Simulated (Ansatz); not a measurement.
# HfIn4SiO6 (C2/m) in Ansatz: notebook

Runs on HfIn4SiO6. Level: PBE+U. Tasks: projected density of states.

Everything below comes from runs of Ansatz 0.2.0. Logs are shortened: lines on timing, memory, paths and dates and some standing lists are left out, and cuts for length are marked.

**1. Starting point**

The structure is monoclinic, space group C2/m (No. 12). The conventional cell has a = 4.828 Å, b = 16.243 Å, c = 4.833 Å, α = 90.00°, β = 101.89°, γ = 90.00°. Around Hf (site symmetry 2/m) lie 6 O at 2.03 to 2.13 Å. In (site symmetry 2) is surrounded by 2 O at 2.31 Å. Around In (site symmetry 2) lie 2 O at 2.30 Å. Around Si (site symmetry 2/m) lie 6 O at 1.72 to 1.89 Å. Around O (site symmetry m) lie 1 Si at 1.72 Å. O (site symmetry 1) has 1 Si at 1.89 Å and 1 Hf at 2.13 Å as nearest neighbours.

The cell was built by a generator and needn't be a form met in nature.

**2. Projected density of states, PBE+U**

Input file input.yaml:

```yaml
crystal:
  lattice:
    - [2.41414, -8.12134, -8.0e-05]
    - [2.41414, 8.12134, -8.0e-05]
    - [-0.99593, 0.0, 4.72934]
  atoms:
    - { symbol: Hf, position: [0.0, 0.0, 0.0] }
    - { symbol: In, position: [0.66331, 0.33669, 0.0] }
    - { symbol: In, position: [0.16209, 0.83791, 0.5] }
    - { symbol: In, position: [0.33669, 0.66331, 0.0] }
    - { symbol: In, position: [0.83791, 0.16209, 0.5] }
    - { symbol: Si, position: [0.5, 0.5, 0.5] }
    - { symbol: O, position: [0.7303, 0.7303, 0.27048] }
    - { symbol: O, position: [0.2697, 0.2697, 0.72952] }
    - { symbol: O, position: [0.19567, 0.35702, 0.2761] }
    - { symbol: O, position: [0.64298, 0.80433, 0.7239] }
    - { symbol: O, position: [0.80433, 0.64298, 0.7239] }
    - { symbol: O, position: [0.35702, 0.19567, 0.2761] }
hamiltonian:
  xc: pbe
  pseudopotentials: { kind: paw }
  hubbard: { sites: [{ species: Hf, l: d, u_eff: 2.0 }] }
kpoints:
  mp_grid: { grid: [6, 6, 6] }
scf:
  occupations: { method: fermi_dirac, width: 0.05 }
  n_extra_bands: 30
output:
  forces: true
  stress: true
  eigenvalues: true
  dos: { projected: true, de: 0.05, nscf_kmesh: { grid: [9, 9, 9] } }
```

Potentials or basis: Ansatz PAW.

Command:

```console
$ ansatz run input.yaml --threads 8 --pin off --max-ram 20480MiB --backend cpu --events-out ev --progress --plain --runs-dir out
```

Standard output:

```text
Warning: RAYON_NUM_THREADS=8 ignored (pool sized by the plan → 8); use --threads N
Hf: projections on atomic orbitals take those of the free atom [Kr 4d10] 4f14 5s2 5p6 5d2 6s2, of charge +0.00 (hamiltonian.pseudopotentials.projection_atoms); the dataset's partial waves leave at most 4.9e-5 of an orbital's norm unspanned inside its sphere
In: projections on atomic orbitals take those of the free atom [Kr] 4d10 5s2 5p1, of charge +0.00 (hamiltonian.pseudopotentials.projection_atoms); the dataset's partial waves leave at most 3.8e-6 of an orbital's norm unspanned inside its sphere
Si: projections on atomic orbitals take those of the free atom [Ne] 3s2 3p2, of charge +0.00 (hamiltonian.pseudopotentials.projection_atoms); the dataset's partial waves leave at most 6.1e-8 of an orbital's norm unspanned inside its sphere
O: projections on atomic orbitals take those of the free atom [He] 2s2 2p4, of charge +0.00 (hamiltonian.pseudopotentials.projection_atoms); the dataset's partial waves leave at most 1.9e-8 of an orbital's norm unspanned inside its sphere
scf.n_extra_bands = 30 over 59 filled bands (N_el = 118.0): the run solves 89 bands
Engine: ansatz 0.2.0, aarch64-unknown-linux-gnu
Pseudopotentials: kind: paw
Pseudopotential: Hf, paw, valence charge 26, recommended cutoff 420 eV (normal), Hf.paw.azcp
Pseudopotential: In, paw, valence charge 13, recommended cutoff 420 eV (normal), In.paw.azcp
Pseudopotential: Si, paw, valence charge 4, recommended cutoff 420 eV (normal), Si.paw.azcp
Pseudopotential: O, paw, valence charge 6, recommended cutoff 420 eV (normal), O.paw.azcp
Functional definition: PBE
  parameter kappa = 0.804
[... 68 lines left out ...]
  atom   5  In     0.00000000     0.00340578    -0.00000000
  atom   6  Si    -0.00000000     0.00000000     0.00000000
  atom   7  O     -0.12532377     0.00000000     0.10462840
  atom   8  O      0.12532377    -0.00000000    -0.10462840
  atom   9  O      0.04132278     0.02830618     0.05284754
  atom  10  O     -0.04132278     0.02830618    -0.05284754
  atom  11  O     -0.04132278    -0.02830618    -0.05284754
  atom  12  O      0.04132278    -0.02830618     0.05284754
  max |Σ_I F_I| component: 6.94e-18 eV/Å
--- Stress (GPa, compression-positive) ---
        0.546160       0.000000       0.074252
        0.000000       0.232107       0.000000
        0.074254       0.000000       0.581699
  P = ⅓ Tr σ = 0.4533 GPa (4.533 kbar)
--- Band table (eV; the first three rows and the last of 68) ---
  k-point 0: bands = ["-52.0293", "-20.9084", "-20.8202", "-20.7782", "-9.8970", "-8.3654", "-8.2587", "-8.1660", "-7.4952", "-7.4321", "-4.1650", "-4.1504", "-4.0020", "-3.9998", "-3.9699", "-3.9499", "-3.9441", "-3.8983", "-3.8582", "-3.8505", "-3.7628", "-3.7596", "-3.7354", "-3.7005", "-3.6952", "-3.6800", "-3.6348", "-3.6145", "-3.5639", "-3.5613", "-1.9041", "-1.9041", "-1.8866", "-1.8496", "-1.8493", "-1.7955", "-1.7937", "1.2584", "3.2711", "3.8495", "4.2846", "4.3681", "4.7180", "5.1800", "5.3416", "5.5022", "6.0557", "6.0946", "6.1387", "6.4373", "6.8197", "7.1560", "7.2833", "7.5702", "8.0747", "8.9788", "9.7109", "10.0357", "10.6017", "10.8790", "10.9132", "11.3762", "13.7244", "14.6781", "14.8410", "15.0085", "15.2670", "15.5534", "15.9280", "16.1893", "16.5133", "16.9974", "17.2361", "17.6385", "18.4781", "18.8833", "19.0415", "19.3087", "19.7245", "19.7959", "20.5092", "20.6714", "21.0030", "21.6291", "21.9623", "22.2643", "22.6556", "23.0521", "23.4844"]
  k-point 1: bands = ["-52.0293", "-20.9082", "-20.8213", "-20.7793", "-9.8025", "-8.4325", "-8.3549", "-8.0917", "-7.6615", "-7.2938", "-4.1274", "-4.1125", "-3.9797", "-3.9793", "-3.9572", "-3.9362", "-3.9321", "-3.8751", "-3.8488", "-3.8415", "-3.7710", "-3.7685", "-3.7501", "-3.7224", "-3.7073", "-3.7011", "-3.6728", "-3.6612", "-3.5797", "-3.5681", "-1.9062", "-1.9032", "-1.8864", "-1.8492", "-1.8463", "-1.8014", "-1.7942", "1.4462", "3.3089", "3.9768", "4.2855", "4.2997", "4.5379", "4.7460", "5.1618", "5.5079", "6.0757", "6.1960", "6.3535", "6.5519", "7.0577", "7.1806", "7.4199", "7.4514", "7.8698", "8.7497", "9.2280", "9.6267", "10.1405", "11.6054", "11.7689", "12.1049", "13.8809", "14.2636", "14.5512", "14.5512", "15.0092", "15.2696", "16.4315", "16.6084", "16.6928", "17.2156", "17.5210", "17.8853", "18.4678", "18.6348", "18.6432", "19.1307", "19.3100", "20.2138", "20.5753", "20.6266", "21.2016", "21.2581", "21.7444", "22.3669", "22.7643", "23.2614", "23.8994"]
  k-point 2: bands = ["-52.0292", "-20.9078", "-20.8239", "-20.7812", "-9.5552", "-8.5947", "-8.5150", "-7.9950", "-7.8577", "-7.1635", "-4.0302", "-4.0144", "-3.9251", "-3.9229", "-3.9215", "-3.9004", "-3.8964", "-3.8307", "-3.8214", "-3.8084", "-3.8048", "-3.7848", "-3.7792", "-3.7697", "-3.7695", "-3.7531", "-3.7467", "-3.7418", "-3.6415", "-3.6202", "-1.9120", "-1.9018", "-1.8847", "-1.8490", "-1.8390", "-1.8112", "-1.7944", "1.9152", "3.3040", "3.9146", "4.1180", "4.2894", "4.3760", "4.6340", "4.8778", "5.6257", "5.9570", "6.0819", "6.2077", "6.6554", "7.1247", "7.2950", "7.4998", "7.7021", "8.0422", "8.3395", "8.6553", "9.4623", "9.7677", "12.4779", "12.6632", "13.2788", "13.5559", "13.8467", "14.2009", "14.7536", "14.7980", "15.4043", "16.0638", "16.2844", "16.6292", "17.1653", "17.8243", "17.9340", "18.1226", "18.6180", "19.1702", "19.3814", "19.6096", "20.3568", "20.8037", "20.9243", "21.2496", "21.3362", "21.6417", "22.7627", "22.8108", "22.9112", "23.0213"]
  k-point 67: bands = ["-52.0291", "-20.9076", "-20.8254", "-20.7820", "-9.3541", "-8.7906", "-8.5470", "-7.9566", "-7.9414", "-7.1130", "-3.9187", "-3.9157", "-3.9036", "-3.9018", "-3.8729", "-3.8656", "-3.8503", "-3.8448", "-3.8365", "-3.8302", "-3.8199", "-3.8165", "-3.8121", "-3.8086", "-3.8019", "-3.7974", "-3.7583", "-3.7279", "-3.7175", "-3.6806", "-1.9154", "-1.9014", "-1.8835", "-1.8489", "-1.8354", "-1.8150", "-1.7941", "2.3489", "3.5022", "3.6536", "3.8089", "3.8225", "4.4033", "4.8877", "5.1630", "5.5269", "5.7588", "5.7944", "5.8414", "7.0198", "7.0419", "7.6347", "7.9330", "8.0711", "8.1001", "8.1909", "8.3449", "9.0184", "9.3268", "12.8438", "13.3922", "13.7387", "13.8688", "13.9411", "14.0928", "14.4738", "14.9536", "15.1213", "16.0022", "16.5615", "16.6123", "16.7514", "16.9466", "17.3265", "17.9148", "18.5849", "19.0148", "19.8247", "20.4088", "20.7548", "20.9469", "21.0442", "21.4779", "21.6460", "21.8371", "21.9527", "22.7529", "23.0892", "23.4689"]
Occupation matrices written to <dir>
```

It took 47 s on 8 threads of Arm Neoverse V1, shared host; peak memory 3.3 GiB.

Results:

* Free energy: -42158.1807 eV
* Pressure: 0.5 GPa
* Largest force: 0.163 eV/Å
* Band gap on the k mesh: none (metal or under the smearing width)
* Density of states at the Fermi level: 0.18 states/eV per cell

Forces in eV/Å, atoms in the order of the input:
```
Hf   0.000  0.000  0.000
In   0.000 -0.006  0.000
In   0.000 -0.003  0.000
In   0.000  0.006  0.000
In   0.000  0.003  0.000
Si   0.000  0.000  0.000
O   -0.125  0.000  0.105
O    0.125  0.000 -0.105
O    0.041  0.028  0.053
O   -0.041  0.028 -0.053
O   -0.041 -0.028 -0.053
O    0.041 -0.028  0.053
```

Levels at points of the mesh, in eV from the Fermi level:
| k point | band 56 | band 57 | band 58 | band 59 | band 60 | band 61 | band 62 | band 63 |
| --- | --- | --- | --- | --- | --- | --- | --- | --- |
| (0.00, 0.00, 0.00) | -1.46 | -0.73 | -0.41 | 0.16 | 0.44 | 0.47 | 0.93 | 3.28 |
| (0.00, 0.00, -0.50) | -2.13 | -1.95 | -0.95 | -0.91 | 2.53 | 2.74 | 2.75 | 3.03 |
| (0.00, -0.50, 0.00) | -2.12 | -2.04 | -1.12 | -1.04 | 2.55 | 2.85 | 3.05 | 3.06 |
| (0.00, -0.50, -0.50) | -2.17 | -1.61 | -1.53 | -1.51 | 0.64 | 0.82 | 1.52 | 1.90 |
| (-0.50, -0.50, 0.00) | -2.37 | -1.46 | -0.41 | 0.16 | 0.45 | 0.46 | 2.70 | 2.70 |
| (-0.50, -0.50, -0.50) | -2.25 | -2.10 | -1.42 | -1.11 | 2.40 | 2.95 | 3.30 | 3.43 |

States per cell in windows of 1 eV (zero at the Fermi level; states under -8 eV left out):
```tsv
from (eV)	total	O 2p	In 5p	Hf 5d	In 5s	O 2s	Si 3p
-8.0	2.02	0.89	0.26	0.11	0.61	0.03	0.07
-7.0	7.55	4.71	0.59	0.43	0.93	0.15	0.56
-6.0	4.78	3.18	0.43	0.17	0.59	0.11	0.13
-5.0	7.52	5.73	0.67	0.41	0.34	0.11	0.03
-4.0	7.25	5.64	0.68	0.20	0.46	0.06	0.03
-3.0	7.38	5.74	0.76	0.20	0.51	0.05	0.02
-2.0	3.82	2.09	0.78	0.04	0.79	0.04	0.01
-1.0	1.68	0.45	0.78	0.02	0.38	0.02	0.01
0.0	1.24	0.16	0.42	0.03	0.57	0.02	0.01
1.0	2.37	0.27	1.30	0.10	0.45	0.13	0.01
2.0	3.57	0.44	2.04	0.32	0.45	0.11	0.02
3.0	4.43	0.37	1.54	1.73	0.37	0.10	0.03
4.0	5.55	0.61	1.86	2.34	0.32	0.11	0.05
5.0	4.37	0.35	2.65	0.35	0.28	0.20	0.03
6.0	5.30	0.50	3.02	0.31	0.25	0.21	0.05
7.0	4.93	0.60	1.70	0.96	0.15	0.16	0.10
```

Eigenvalues of the final occupation matrices:
| site | spin | trace | eigenvalues |
| --- | --- | --- | --- |
| site 1 | 1 | 1.05 | 0.11 0.19 0.19 0.27 0.28 |

Caveat: the pressure holds a Pulay correction of +0.4 GPa for the finite cutoff; U without spin polarisation on a metal has little footing; the density of states is complete only up to the lowest level of the last band computed. The run has no spin-orbit coupling, so splittings on Hf are missing.

**3. Projected density of states, PBE+U**

Changes to input.yaml since step 2:

```diff
@@ -21,3 +21,3 @@
   pseudopotentials: { kind: paw }
-  hubbard: { sites: [{ species: Hf, l: d, u_eff: 2.0 }] }
+  hubbard: { sites: [{ species: Hf, l: d, u_eff: 4.0 }] }
 kpoints:
```

Potentials or basis: Ansatz PAW.

Command:

```console
$ ansatz run input.yaml --threads 8 --pin off --max-ram 20480MiB --backend cpu --events-out ev --progress --plain --runs-dir out
```

Wall time 50 s (8 threads of Arm Neoverse V1, shared host); peak memory 3.2 GiB.

It converged, with:

| Property | Result |
| --- | --- |
| Free energy | -42156.5910 eV |
| Pressure | 0.9 GPa |
| Largest force | 0.357 eV/Å |
| Band gap on the k mesh | none (metal or under the smearing width) |
| Density of states at the Fermi level | 0.16 states/eV per cell |

Forces in eV/Å, atoms in the order of the input:
```
Hf   0.000  0.000  0.000
In   0.000 -0.015  0.000
In   0.000 -0.012  0.000
In   0.000  0.015  0.000
In   0.000  0.012  0.000
Si   0.000  0.000  0.000
O   -0.275  0.000  0.227
O    0.275  0.000 -0.227
O    0.080  0.077  0.103
O   -0.080  0.077 -0.103
O   -0.080 -0.077 -0.103
O    0.080 -0.077  0.103
```

Stress tensor (GPa, compression positive):
```
1.13 0.00 0.08
0.00 0.52 0.00
0.08 0.00 1.19
```

Levels at points of the mesh, in eV from the Fermi level:
```tsv
k point	band 55	band 56	band 57	band 58	band 59	band 60	band 61	band 62	band 63	band 64
(0.00, 0.00, 0.00)	-2.34	-1.45	-0.73	-0.42	0.16	0.44	0.47	0.95	3.65	4.23
(0.00, 0.00, -0.50)	-2.24	-2.12	-1.95	-0.96	-0.90	2.65	2.73	2.74	3.05	3.56
(0.00, -0.50, 0.00)	-2.27	-2.12	-2.04	-1.12	-1.05	2.61	2.85	3.04	3.12	3.47
(0.00, -0.50, -0.50)	-2.23	-2.17	-1.61	-1.52	-1.52	0.66	0.81	1.52	1.89	3.58
(-0.50, -0.50, 0.00)	-2.68	-2.34	-1.45	-0.42	0.15	0.45	0.46	2.70	3.03	4.19
(-0.50, -0.50, -0.50)	-2.30	-2.25	-2.09	-1.41	-1.12	2.43	2.95	3.44	3.48	3.49
```

States per cell in windows of 0.5 eV (zero at the Fermi level; states under -8 eV left out):
```tsv
from (eV)	total	O 2p	In 5p	In 5s	Hf 5d	O 2s	Si 3p
-8.0	0.00	0.00	0.00	0.00	0.00	0.00	0.00
-7.5	1.74	0.74	0.23	0.56	0.08	0.03	0.05
-7.0	2.77	1.60	0.24	0.46	0.15	0.06	0.20
-6.5	4.55	2.95	0.34	0.48	0.24	0.09	0.36
-6.0	2.83	1.85	0.24	0.34	0.11	0.07	0.12
-5.5	2.09	1.41	0.20	0.27	0.06	0.04	0.03
-5.0	3.36	2.41	0.34	0.25	0.17	0.06	0.02
-4.5	4.09	3.22	0.33	0.12	0.23	0.05	0.02
-4.0	2.76	2.24	0.21	0.12	0.06	0.03	0.01
-3.5	4.20	3.24	0.42	0.28	0.11	0.03	0.02
-3.0	3.62	2.66	0.40	0.33	0.12	0.03	0.01
-2.5	3.90	3.14	0.38	0.21	0.08	0.02	0.01
-2.0	2.20	1.52	0.36	0.23	0.03	0.02	0.00
-1.5	1.94	0.94	0.41	0.51	0.02	0.02	0.01
-1.0	1.36	0.43	0.52	0.34	0.01	0.02	0.01
-0.5	0.58	0.12	0.33	0.11	0.00	0.01	0.00
0.0	0.49	0.07	0.14	0.25	0.01	0.01	0.00
0.5	0.64	0.08	0.23	0.29	0.01	0.01	0.00
1.0	0.87	0.09	0.45	0.23	0.02	0.04	0.00
1.5	1.30	0.15	0.75	0.22	0.04	0.08	0.01
2.0	1.81	0.23	1.06	0.26	0.07	0.07	0.01
2.5	1.74	0.22	1.06	0.21	0.10	0.05	0.01
3.0	1.23	0.11	0.71	0.13	0.16	0.04	0.01
3.5	1.99	0.13	0.76	0.20	0.65	0.06	0.01
4.0	3.08	0.26	1.01	0.24	1.30	0.05	0.03
4.5	2.77	0.27	0.82	0.11	1.36	0.05	0.02
5.0	3.00	0.29	1.30	0.16	0.92	0.09	0.03
5.5	2.21	0.19	1.31	0.11	0.20	0.09	0.02
6.0	2.27	0.20	1.38	0.10	0.13	0.10	0.02
6.5	2.96	0.28	1.66	0.14	0.18	0.11	0.03
7.0	2.31	0.30	1.00	0.08	0.22	0.08	0.03
7.5	2.46	0.28	0.71	0.07	0.57	0.08	0.06
```

Eigenvalues of the final occupation matrices:
```csv
site,spin,trace,eigenvalues
site 1,1,1.00,0.10 0.17 0.18 0.27 0.28
```

Caveat: the pressure holds a Pulay correction of +0.4 GPa for the finite cutoff; U without spin polarisation on a metal has little footing; the density of states is complete only up to the lowest level of the last band computed.
